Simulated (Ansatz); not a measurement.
# C3H5FSTe: the cost of one run

All numbers below are computed with Ansatz 0.2.0 (RKS PBE0-D4/def2-SVP).

## (1) The structure to begin with

Bond lengths: F1–C2 1.418 Å, C2–C3 1.528 Å, C3–S4 1.778 Å, C3–C5 1.485 Å, C3–Te6 2.199 Å, C5–Te6 2.190 Å, C2–H7 1.124 Å, C2–H8 1.067 Å, S4–H9 1.449 Å, C5–H10 1.112 Å, C5–H11 1.077 Å. Angles (14 of 20 angles, heavy atoms first): F1–C2–C3 111.5°, C2–C3–S4 118.8°, C2–C3–C5 116.7°, C2–C3–Te6 114.5°, S4–C3–C5 116.3°, S4–C3–Te6 110.5°, C5–C3–Te6 69.9°, C3–C5–Te6 70.6°, C3–Te6–C5 39.6°, F1–C2–H7 105.6°, F1–C2–H8 111.5°, C3–C2–H7 110.7°, C3–C2–H8 107.7°, C3–S4–H9 92.2°.

Coordinates:

```xyz
11

F     0.2674   -1.7010    1.6739
C    -0.0406   -1.2451    0.3672
C     0.1361    0.2682    0.2468
S    -0.7424    1.3254    1.3742
C     0.3671    0.8070   -1.1180
Te    2.2228    0.9307    0.0381
H     0.6708   -1.7839   -0.3169
H    -1.0473   -1.4767    0.0997
H    -2.0252    0.9507    0.8151
H    -0.1059    1.8030   -1.2609
H     0.3627    0.0646   -1.8986
```

## (2) End point A

Contents of input.yaml:

```yaml
crystal:
  periodic: [false, false, false]
  atoms:
    - { symbol: F, position_ang: [0.2674, -1.701, 1.6739] }
    - { symbol: C, position_ang: [-0.0406, -1.2451, 0.3672] }
    - { symbol: C, position_ang: [0.1361, 0.2682, 0.2468] }
    - { symbol: S, position_ang: [-0.7424, 1.3254, 1.3742] }
    - { symbol: C, position_ang: [0.3671, 0.807, -1.118] }
    - { symbol: Te, position_ang: [2.2228, 0.9307, 0.0381] }
    - { symbol: H, position_ang: [0.6708, -1.7839, -0.3169] }
    - { symbol: H, position_ang: [-1.0473, -1.4767, 0.0997] }
    - { symbol: H, position_ang: [-2.0252, 0.9507, 0.8151] }
    - { symbol: H, position_ang: [-0.1059, 1.803, -1.2609] }
    - { symbol: H, position_ang: [0.3627, 0.0646, -1.8986] }
basis:
  gaussian: { orbitals: def2-SVP }
hamiltonian:
  xc: pbe0
  dispersion: d4
relax:
  f_tol: 0.015
  max_steps: 40
output:
  orbitals: {}
```

The run is started by

```sh
> ansatz run input.yaml --threads 2 --pin off --max-ram 3072MiB --backend cpu --events-out ev --progress --plain --runs-dir out
```

Q: Estimate wall time and peak memory on 2 threads of Arm Neoverse V2, shared host.

About 41 s, with a peak of 0.35 GiB.
